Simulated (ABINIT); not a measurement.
# ZrO (Cmmm) in ABINIT: equation of state

Aim: energy against volume of ZrO in PBE, for its equilibrium volume and stiffness.

Everything below comes from runs of ABINIT 10.8.3 (patched build). Logs are shortened: lines on timing, memory, paths and dates and some standing lists are left out, and cuts for length are marked. The log counts tension as positive stress, the text compression.

## (1) Starting point

It takes space group Cmmm (No. 65, orthorhombic). Conventional cell: a = 3.653 Å, b = 5.838 Å, c = 2.620 Å, α = 90.00°, β = 90.00°, γ = 90.00°. Zr (site symmetry mmm) is surrounded by 2 O at 1.83 Å. O (site symmetry mmm) is surrounded by 2 Zr at 1.83 Å.

The cell was built by a generator and needn't be a form met in nature.

## (2) Equation of state, PBE

File run.abi:

```
# Datasets: one volume each
ndtset 7
getwfk -1
scalecart1 3*0.9795861087
scalecart2 3*0.9864848297
scalecart3 3*0.9932883884
scalecart4 3*1.0000000000
scalecart5 3*1.0066227096
scalecart6 3*1.0131594038
scalecart7 3*1.0196128224

# Pseudopotentials
pp_dirpath "./"
pseudos "Zr.GGA_PBE-JTH.xml, O.GGA_PBE-JTH.xml"

# Structure
acell 3*1.0
rprim
     3.4518490637    -5.5158257194     0.0000000000
     3.4518490637     5.5158257194     0.0000000000
     0.0000000000     0.0000000000     4.9509659827
ntypat 2
znucl 40 8
natom 2
typat 1 2
xred
     0.0000000000     0.0000000000     0.0000000000
     0.5000000000     0.5000000000     0.0000000000
chkprim 0
chksymtnons 0
tolsym 1.0e-6

# Plane-wave basis
ecut 625.861884 eV
pawecutdg 45.0
pawxcdev 0
pawovlp 30

# k points
kptopt 1
ngkpt 9 9 10
nshiftk 1
shiftk 0.0 0.0 0.0

# Exchange and correlation
ixc 11

# Bands and occupations
nband 13
occopt 3
tsmear 0.00183747

# SCF cycle
nstep 100
tolvrs 1.0e-9

# Output
iomode 3
prtwf 1
prtden 0
prteig 0
prtebands 0
enunit 2
```

Potentials or basis: JTH PAW PBE v2.0.

Run with:

```console
abinit run.abi > log 2>&1
```

run.abo:

```text
.Version 10.8.3 of ABINIT
 DATASET    1 : space group Cm m m (# 65); Bravais oC (1-face-center ortho.)
================================================================================
 Values of the parameters that define the memory need for DATASET  1.
     intxc =       0    ionmov =       0      iscf =      17    lmnmax =      18
     lnmax =       6     mgfft =      30  mpssoang =       3    mqgrid =    3001
     natom =       2  nloc_mem =       2    nspden =       1   nspinor =       1
    nsppol =       1      nsym =       8    n1xccc =       1    ntypat =       2
    occopt =       3   xclevel =       2
       mpw =         950          nfft =       21600          nkpt =         150
 PAW method is used; the additional fine FFT grid is defined by:
   mgfftf=        40    nfftf =     48000
================================================================================
================================================================================
[... 71 lines left out ...]
 DATASET    7 : space group Cm m m (# 65); Bravais oC (1-face-center ortho.)
================================================================================
 Values of the parameters that define the memory need for DATASET  7.
     intxc =       0    ionmov =       0      iscf =      17    lmnmax =      18
     lnmax =       6     mgfft =      30  mpssoang =       3    mqgrid =    3001
     natom =       2  nloc_mem =       2    nspden =       1   nspinor =       1
    nsppol =       1      nsym =       8    n1xccc =       1    ntypat =       2
    occopt =       3   xclevel =       2
       mpw =        1082          nfft =       21600          nkpt =         150
 PAW method is used; the additional fine FFT grid is defined by:
   mgfftf=        45    nfftf =     64800
================================================================================
================================================================================

--------------------------------------------------------------------------------
------------- Echo of variables that govern the present computation ------------
--------------------------------------------------------------------------------
 -outvars: echo values of preprocessed input variables --------
            acell      1.0000000000E+00  1.0000000000E+00  1.0000000000E+00 Bohr
              amu      9.12240000E+01  1.59994000E+01
          chkprim           0
      chksymtnons           0
             ecut      2.30000000E+01 Hartree
           enunit           2
           getwfk          -1
                       outvar_i_n : Printing only first  50 k-points.
              ixc          11
           jdtset        1    2    3    4    5    6    7
                       outvar_i_n : Printing only first  50 k-points.
         kptrlatt        9    0    0      0    9    0      0    0   10
          kptrlen1     4.84989750E+01
          kptrlen2     4.88405283E+01
          kptrlen3     4.91773702E+01
          kptrlen4     4.95096598E+01
          kptrlen5     4.98375479E+01
          kptrlen6     5.01611774E+01
          kptrlen7     5.04806840E+01
            natom           2
            nband          13
           ndtset           7
            ngfft          30      30      24
          ngfftdg1         40      40      30
          ngfftdg2         40      40      30
          ngfftdg3         40      40      30
          ngfftdg4         40      40      30
          ngfftdg5         40      40      32
          ngfftdg6         40      40      32
          ngfftdg7         45      45      32
             nkpt         150
            nstep         100
             nsym           8
           ntypat           2
                       prtocc : prtvol=0, do not print more k-points.
           occopt           3
        pawecutdg      4.50000000E+01 Hartree
          pawovlp      3.0000000000E+01
         pawxcdev           0
           prtden           0
        prtebands           0
           prteig           0
            rprim1     3.3813833921E+00 -5.4032262527E+00  0.0000000000E+00
                       3.3813833921E+00  5.4032262527E+00  0.0000000000E+00
                       0.0000000000E+00  0.0000000000E+00  4.8498975013E+00
            rprim2     3.4051967358E+00 -5.4412783955E+00  0.0000000000E+00
                       3.4051967358E+00  5.4412783955E+00  0.0000000000E+00
                       0.0000000000E+00  0.0000000000E+00  4.8840528343E+00
            rprim3     3.4286815935E+00 -5.4788056395E+00  0.0000000000E+00
[... 11 lines left out ...]
            rprim7     3.5195495663E+00 -5.6240066296E+00  0.0000000000E+00
                       3.5195495663E+00  5.6240066296E+00  0.0000000000E+00
                       0.0000000000E+00  0.0000000000E+00  5.0480683992E+00
          spgroup          65
           tolsym      1.00000000E-06
           tolvrs      1.00000000E-09
           tsmear      1.83747000E-03 Hartree
            typat      1  2
           useylm           1
                       outvars : Printing only first  50 k-points.
           xangst1     0.0000000000E+00  0.0000000000E+00  0.0000000000E+00
                       1.7893510312E+00  0.0000000000E+00  0.0000000000E+00
           xangst2     0.0000000000E+00  0.0000000000E+00  0.0000000000E+00
                       1.8019525100E+00 -7.5163051408E-17  0.0000000000E+00
           xangst3     0.0000000000E+00  0.0000000000E+00  0.0000000000E+00
                       1.8143801615E+00  0.0000000000E+00  0.0000000000E+00
           xangst4     0.0000000000E+00  0.0000000000E+00  0.0000000000E+00
                       1.8266398587E+00  0.0000000000E+00  0.0000000000E+00
           xangst5     0.0000000000E+00  0.0000000000E+00  0.0000000000E+00
                       1.8387371641E+00 -9.1201614808E-17  0.0000000000E+00
           xangst6     0.0000000000E+00  0.0000000000E+00  0.0000000000E+00
                       1.8506773502E+00 -7.0841005293E-17  0.0000000000E+00
           xangst7     0.0000000000E+00  0.0000000000E+00  0.0000000000E+00
                       1.8624654219E+00 -6.9795366376E-17  0.0000000000E+00
            xcart1     0.0000000000E+00  0.0000000000E+00  0.0000000000E+00
                       3.3813833921E+00  0.0000000000E+00  0.0000000000E+00
            xcart2     0.0000000000E+00  0.0000000000E+00  0.0000000000E+00
                       3.4051967358E+00 -1.4203758195E-16  0.0000000000E+00
            xcart3     0.0000000000E+00  0.0000000000E+00  0.0000000000E+00
                       3.4286815935E+00  0.0000000000E+00  0.0000000000E+00
            xcart4     0.0000000000E+00  0.0000000000E+00  0.0000000000E+00
                       3.4518490637E+00  0.0000000000E+00  0.0000000000E+00
            xcart5     0.0000000000E+00  0.0000000000E+00  0.0000000000E+00
                       3.4747096576E+00 -1.7234607423E-16  0.0000000000E+00
            xcart6     0.0000000000E+00  0.0000000000E+00  0.0000000000E+00
                       3.4972733394E+00 -1.3387009849E-16  0.0000000000E+00
            xcart7     0.0000000000E+00  0.0000000000E+00  0.0000000000E+00
                       3.5195495663E+00 -1.3189412731E-16  0.0000000000E+00
             xred      0.0000000000E+00  0.0000000000E+00  0.0000000000E+00
                       5.0000000000E-01  5.0000000000E-01  0.0000000000E+00
            znucl       40.00000    8.00000

================================================================================

 chkinp: Checking input parameters for consistency, jdtset=   1.

 chkinp: Checking input parameters for consistency, jdtset=   2.
[... 40 lines left out ...]
 getcut: wavevector=  0.0000  0.0000  0.0000  ngfft=  40  40  30
         ecut(hartree)=     45.000   => boxcut(ratio)=   2.04841

--- Pseudopotential description ------------------------------------------------
- pspini: atom type   1  psp file is ./Zr.GGA_PBE-JTH.xml
 Pseudopotential format is: paw10
 basis_size (lnmax)=  6 (lmn_size= 18), orbitals=   0   0   1   1   2   2
 Spheres core radius: rc_sph= 2.22030268
 Shapefunction is BESSEL type: shapef(r,l)=aa(1,l)*jl(q(1,l)*r)+aa(2,l)*jl(q(2,l)*r)
 Radius for shape functions =  2.22030268
 Compensation charge density is not taken into account in XC energy/potential

- pspini: atom type   2  psp file is ./O.GGA_PBE-JTH.xml
 Pseudopotential format is: paw10
 basis_size (lnmax)=  4 (lmn_size=  8), orbitals=   0   0   1   1
 Spheres core radius: rc_sph= 1.41465230
 Shapefunction is SIN type: shapef(r)=[sin(pi*r/rshp)/(pi*r/rshp)]**2
 Radius for shape functions =  1.20231231
 Compensation charge density is not taken into account in XC energy/potential

   3.63443657E+02                                ecore*ucvol(ha*bohr**3)
--------------------------------------------------------------------------------

================================================================================

--- !BeginCycle
iteration_state: {dtset: 1, }
solver: {iscf: 17, nstep: 100, nline: 4, wfoptalg: 10, }
tolerances: {tolvrs: 1.00E-09, }
...
[... 1285 lines left out ...]
-Cartesian components of stress tensor (GPa)         [Pressure=  4.4111E+01 GPa]
- sigma(1 1)= -1.01551074E+02  sigma(3 2)=  0.00000000E+00
- sigma(2 2)=  3.24983764E+00  sigma(3 1)=  0.00000000E+00
- sigma(3 3)= -3.40321144E+01  sigma(2 1)=  0.00000000E+00

== END DATASET(S) ==============================================================
================================================================================

 -outvars: echo values of variables after computation  --------
            acell      1.0000000000E+00  1.0000000000E+00  1.0000000000E+00 Bohr
           etotal1    -6.3604518812E+01
           etotal2    -6.3614775258E+01
           etotal3    -6.3624017761E+01
           etotal4    -6.3632341438E+01
           etotal5    -6.3639827719E+01
           etotal6    -6.3646552030E+01
           etotal7    -6.3652568596E+01
            fcart1    -0.0000000000E+00 -0.0000000000E+00 -0.0000000000E+00
                      -0.0000000000E+00 -0.0000000000E+00 -0.0000000000E+00
            fcart2    -0.0000000000E+00 -0.0000000000E+00 -0.0000000000E+00
                      -0.0000000000E+00 -0.0000000000E+00 -0.0000000000E+00
            fcart3    -0.0000000000E+00 -0.0000000000E+00 -0.0000000000E+00
                      -0.0000000000E+00 -0.0000000000E+00 -0.0000000000E+00
            fcart4    -0.0000000000E+00 -0.0000000000E+00 -0.0000000000E+00
                      -0.0000000000E+00 -0.0000000000E+00 -0.0000000000E+00
            fcart5    -0.0000000000E+00 -0.0000000000E+00 -0.0000000000E+00
                      -0.0000000000E+00 -0.0000000000E+00 -0.0000000000E+00
[... 38 lines left out ...]
                       0.0000000000E+00  0.0000000000E+00  0.0000000000E+00
           xangst1     0.0000000000E+00  0.0000000000E+00  0.0000000000E+00
                       1.7893510312E+00  0.0000000000E+00  0.0000000000E+00
           xangst2     0.0000000000E+00  0.0000000000E+00  0.0000000000E+00
                       1.8019525100E+00 -7.5163051408E-17  0.0000000000E+00
           xangst3     0.0000000000E+00  0.0000000000E+00  0.0000000000E+00
                       1.8143801615E+00  0.0000000000E+00  0.0000000000E+00
           xangst4     0.0000000000E+00  0.0000000000E+00  0.0000000000E+00
                       1.8266398587E+00  0.0000000000E+00  0.0000000000E+00
           xangst5     0.0000000000E+00  0.0000000000E+00  0.0000000000E+00
                       1.8387371641E+00 -9.1201614808E-17  0.0000000000E+00
           xangst6     0.0000000000E+00  0.0000000000E+00  0.0000000000E+00
                       1.8506773502E+00 -7.0841005293E-17  0.0000000000E+00
           xangst7     0.0000000000E+00  0.0000000000E+00  0.0000000000E+00
                       1.8624654219E+00 -6.9795366376E-17  0.0000000000E+00
             xred      0.0000000000E+00  0.0000000000E+00  0.0000000000E+00
                       5.0000000000E-01  5.0000000000E-01  0.0000000000E+00
 Calculation completed.
```

It took 4.9 min on 1 thread of Arm Neoverse V2, shared host; peak memory 0.2 GiB.

Results:

```yaml
Equilibrium_volume: outside the volumes run
```

Energy against volume, from the lowest point:
```tsv
volume (Å³/atom)	energy (meV/atom)
13.131	653.75
13.410	514.20
13.689	388.45
13.969	275.20
14.248	173.35
14.527	81.86
14.807	0.00
```

Caveat: the atomic spheres overlap.
